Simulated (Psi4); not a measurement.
# wB97X-D/def2-SVPD (density fitting, core potential, sweep point 4) run of SnSe (SMILES [Se][Sn])

Aim: energy and gradient of SnSe. 

The results are computed with Psi4 1.11.

3 further runs of the same task are left out: 1 that didn't finish, 2 set aside as unsound or not needed.

### 1 Starting point

SnSe has 2 atoms, charge 0, and is taken as a singlet. As SMILES, `[Se][Sn]`. Geometry: a GFN2-xTB relaxation, a rough one for these elements and not checked as a minimum.

Bond lengths: Se1–Sn2 2.338 Å.

### 2 Energy and gradient at wB97X-D/def2-SVPD (density fitting, core potential, sweep point 4)

Input file sesn.inp:

```
memory 1600 MB

molecule molecule1 {
  Se     0.000000     0.000000     0.000000
  Sn     0.000000     0.000000     2.338340
  symmetry c1
}

set basis def2-SVPD
set scf_type df
set scf_initial_accelerator ediis

e_tot, wfn = gradient("wb97x-d", return_wfn=True)
```

Command:

```bash
psi4 sesn.inp sesn.out -n 1
```

Q: Predict the results. Wanted: total energy; dipole moment; HOMO energy; LUMO energy; HOMO–LUMO gap; dispersion energy.

Answer, from the run:

At wB97X-D/def2-SVPD (density fitting, core potential, sweep point 4):

```
         quantity           value
     total energy  -2615.74369 Eh
    dipole moment          3.38 D
      HOMO energy        -8.79 eV
      LUMO energy        -1.04 eV
    HOMO–LUMO gap         7.75 eV
dispersion energy    -0.17 kJ/mol
```
